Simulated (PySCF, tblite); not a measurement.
# C₅H₁₂AlNO: geometry, infrared bands and NMR shifts

What infrared bands and NMR shifts should C₅H₁₂AlNO (`CC#[N+][AlH2-][O]C(C)C`) show?

Computed with tblite 0.8.0 and PySCF 2.14.0, with density-fitted response routines of our own, on a single molecule in the gas phase. Atoms count from 0, in the outputs and in this text.

**1. The starting structure**

20 atoms, charge 0, multiplicity 1; geometry from: force field or distance geometry start.

Bonds of the start (Å): C0–C1 1.48, C1–N2 1.14, N2–Al3 1.89, Al3–O4 1.87, O4–C5 1.41, C5–C6 1.52, C5–C7 1.54, C0–H8 1.11, C0–H9 1.12, C0–H10 1.10, Al3–H11 1.58, Al3–H12 1.60, C5–H13 1.11, C6–H14 1.11, C6–H15 1.12, C6–H16 1.11, C7–H17 1.12, C7–H18 1.10, C7–H19 1.11.

**2. Relaxing the molecule with GFN2-xTB**

Job settings and geometry (Å):

```
{"job": {"kind": "relax", "xc": "GFN2-xTB", "basis": "xTB"}, "charge": 0, "multiplicity": 1}
C      3.478300    -0.300200     2.110700
C      2.579500     0.265600     1.080400
N      1.892300     0.698200     0.286000
Al     0.742800     1.413900    -1.025900
O     -0.503000     0.112400    -1.512100
C     -1.614700     0.044200    -0.649400
C     -2.833100    -0.379700    -1.459600
C     -1.332100    -0.966700     0.472800
H      3.826500     0.511800     2.781300
H      2.912400    -1.053900     2.711100
H      4.338900    -0.779600     1.620800
H      1.598400     1.829600    -2.292400
H     -0.002300     2.698200    -0.425600
H     -1.854400     1.029800    -0.190900
H     -3.033700     0.368600    -2.256100
H     -3.733400    -0.436800    -0.790000
H     -2.662900    -1.372600    -1.921500
H     -1.086600    -1.968900     0.036600
H     -0.491700    -0.628300     1.105200
H     -2.226200    -1.074800     1.127200
```

Command:

```console
$ OMP_NUM_THREADS=1 python probes_run.py task.json out
```

The driver reads the jobs from task.json and runs them one after another.

**Question.** This job is followed by: GFN2-xTB harmonic vibrations, gas phase; GIAO PBE0/pcSseg-1 NMR shielding, non-relativistic, gas phase. What will the session give for the following? strongest single infrared mode (GFN2-xTB); zero-point energy (GFN2-xTB); ¹³C shifts against TMS (PBE0/pcSseg-1, means over atoms taken as alike); ¹H shifts against TMS (PBE0/pcSseg-1, means over atoms taken as alike); ¹⁵N shifts against NH3 (PBE0/pcSseg-1); ²⁷Al shifts against AlH4- (PBE0/pcSseg-1); ¹⁷O shifts against H2O (PBE0/pcSseg-1).

**Answer**, as computed:

```
                                                               quantity                       value
                              strongest single infrared mode (GFN2-xTB)        653 cm⁻¹, 437 km/mol
                                           zero-point energy (GFN2-xTB)               97.3 kcal/mol
¹³C shifts against TMS (PBE0/pcSseg-1, means over atoms taken as alike)  134.0, 69.0, 30.1, 1.1 ppm
 ¹H shifts against TMS (PBE0/pcSseg-1, means over atoms taken as alike)  4.55, 3.91, 2.39, 1.16 ppm
                                 ¹⁵N shifts against NH3 (PBE0/pcSseg-1)                   249.0 ppm
                              ²⁷Al shifts against AlH4- (PBE0/pcSseg-1)                    22.4 ppm
                                 ¹⁷O shifts against H2O (PBE0/pcSseg-1)                    75.5 ppm
```

In words: Over 112 steps the energy fell by 1.257 eV; of the close pairs, Al3–O4 changed most, 1.866 to 1.657 Å. All 54 modes are real, so the xTB geometry is a minimum. The strongest single mode, at 653 cm⁻¹, is spread over several atoms, H12, H11, Al3, C5 among them. Unscaled tight-binding wavenumbers are off by several per cent, some by more. Its intensities can rank the bands wrongly. H13 (hydrogen on an sp3 CH bonded to O) lies farthest downfield among hydrogen, at 4.55 ppm; its carbon carries O, an electronegative neighbour. At PBE0/pcSseg-1: The widest tensor belongs to N2: span 463 ppm, with a paramagnetic part of -319 ppm.
